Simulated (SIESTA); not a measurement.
The system is TaMo2C3.

```
Ta Mo C
1.0
     3.11664    0.00000    0.00000
    -1.55832    2.69909    0.00000
     0.00000    0.00000    7.68632
Ta Mo C
1 2 3
Direct
  0.00000 0.00000 0.00000
  0.66667 0.33333 0.33077
  0.33333 0.66667 0.66923
  0.66667 0.33333 0.83208
  0.33333 0.66667 0.16792
  0.00000 0.00000 0.50000
```

The cell comes from a database or a generator and needn't be the stable form of this composition.

* Program: SIESTA 5.4.2
* Task: single point
* Functional: PBE
* Potentials or basis: PseudoDojo 0.4 standard (PBE files)
* Basis: DZP (energy shift 0.003 Ry; two zetas on semicore shells)
* Grid cutoff: 800 Ry
* Energy shift: 0.003 Ry
* k mesh: 10 × 10 × 4
* Occupations: fermi-dirac, width 0.05 eV
* Spin: no spin polarisation

On this cell: pressure 2.0 GPa; largest force 0.036 eV/Å; band gap on the k mesh none (metal or under the smearing width).

The same run follows on a disturbed copy (atoms moved at random, drawn with an rms of 0.05 Å):

```
Ta Mo C
1.0
     3.11664    0.00000    0.00000
    -1.55832    2.69909    0.00000
     0.00000    0.00000    7.68632
Ta Mo C
1 2 3
Direct
  0.98833 0.97848 0.00187
  0.68113 0.34611 0.33050
  0.34543 0.66955 0.67153
  0.65303 0.34414 0.83638
  0.34322 0.65935 0.16683
  0.00524 0.99406 0.49434
```

Q: What does the disturbed cell give?

A: The energy (extrapolated to zero smearing) moves by +19.4 meV/atom; pressure 3.1 GPa; largest force 1.463 eV/Å; band gap on the k mesh none (metal or under the smearing width).

Forces in eV/Å, atoms in the order of the input:
```
Ta   0.012  0.676  0.014
Mo   0.103 -0.273 -0.047
Mo  -0.388  0.107 -0.251
C    1.006 -0.857 -0.628
C   -0.618  0.068  0.207
C   -0.115  0.277  0.705
```

Stress tensor (GPa, compression positive):
```
 2.98  0.26 -0.19
 0.26  3.58  0.09
-0.19  0.09  2.78
```

Caveats: short orbitals over semicore shells can move pressures by several GPa; the basis of atomic orbitals isn't converged, which shifts pressures, moduli and gaps.
